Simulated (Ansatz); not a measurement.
# TiOF2: small, medium and large basis sets

One table from this session's results is given with a row withheld; the runs are named, their logs left out.

Program: Ansatz 0.2.0, Gaussian basis. Level of theory: one geometry, several basis sets. These are calculated values, not measurements.

Levels to be run: PBE0-D4/def2-SVP; ωB97M-V/def2-SVP; PBE0-D4/def2-QZVPP; ωB97M-V/def2-QZVPP; the functionals' def2-TZVPP values are taken from earlier runs.

### The geometry

An earlier PBE0-D4 in a triple-zeta def2 set relaxation fixed the geometry.

SMILES `[O]=[Ti]([F])[F]`, 4 atoms, charge 0, spin multiplicity 1.

Atoms are counted from 1 here; the program's logs count them from 0.

Bond lengths: O1–Ti2 1.592 Å, Ti2–F3 1.788 Å, Ti2–F4 1.788 Å. Angles: O1–Ti2–F3 115.8°, O1–Ti2–F4 115.8°, F3–Ti2–F4 127.5°.

Set-up of the first run:

Contents of in.yaml:

```yaml
crystal:
  periodic: [false, false, false]
  atoms:
    - {symbol: O, position_ang: [0.045723, 0.470877, 1.512440]}
    - {symbol: Ti, position_ang: [-0.057734, -0.034398, 0.006513]}
    - {symbol: F, position_ang: [0.835050, -1.536346, -0.374152]}
    - {symbol: F, position_ang: [-0.823039, 1.099877, -1.144801]}
basis:
  gaussian: {orbitals: def2-SVP}
hamiltonian: {xc: pbe0, dispersion: d4}
output: {orbitals: {seedname: orbitals}}
```

Launch:

```console
$ ansatz run in.yaml --threads 4 --pin off --events-out ev --progress --plain --max-ram 10444MiB
```

Among the steps run: PBE0-D4 in def2-SVP; ωB97M-V in def2-SVP; PBE0-D4 in def2-QZVPP; ωB97M-V in def2-QZVPP.

One of the session's tables, all rows but one given; the rest of the session is left out.

It belongs to the step «Density functionals: the series». 

| functional | basis | HOMO (eV) | LUMO (eV) |
| --- | --- | --- | --- |
| PBE0-D4 | def2-SVP | -9.61 | -3.37 |
| PBE0-D4 | def2-TZVPP | -9.83 | -3.56 |
| PBE0-D4 | def2-QZVPP | ? | ? |
| ωB97M-V | def2-SVP | -12.03 | -1.30 |
| ωB97M-V | def2-TZVPP | -12.29 | -1.63 |
| ωB97M-V | def2-QZVPP | -12.30 | -1.63 |

Estimate the missing values for PBE0-D4, def2-QZVPP.

As computed: HOMO (eV): -9.84; LUMO (eV): -3.55. In the column «HOMO (eV)» it lies between ωB97M-V, def2-SVP (-12.03) and PBE0-D4, def2-TZVPP (-9.83).
